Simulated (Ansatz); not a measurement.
Crystal: GaGe.

```
Ge Ga
1.0
     0.00000    2.89784    2.89784
     2.89784    0.00000    2.89784
     2.89784    2.89784    0.00000
Ge Ga
1 1
Direct
  0.00000 0.00000 0.00000
  0.25000 0.25000 0.25000
```

The cell comes from a database or a generator and needn't be the stable form of this composition.

Base run:

```yaml
Program: Ansatz 0.2.0
Functional: PBE
Potentials_or_basis: all-electron PAW datasets made for the crystal
Cutoff: 240 eV
Density_cutoff: 960 eV
k_mesh: 8 × 8 × 8
Occupations: fermi-dirac, width 0.05 eV
Spin: no spin polarisation
```

Its results: pressure 0.2 GPa.

**Question.** The run is repeated on the same cell with these changes: functional from PBE to PBEsol; potentials or basis from all-electron PAW datasets made for the crystal to all-electron LAPW, non-relativistic; cutoff from 240 eV to 300 eV; density cutoff from 960 eV to 1201 eV. What comes out?

**Answer.** Pressure -1.9 GPa.

Caveats: relativity is left out, which matters for the heavier elements (some runs).

Not every run made on this cell is shown here.
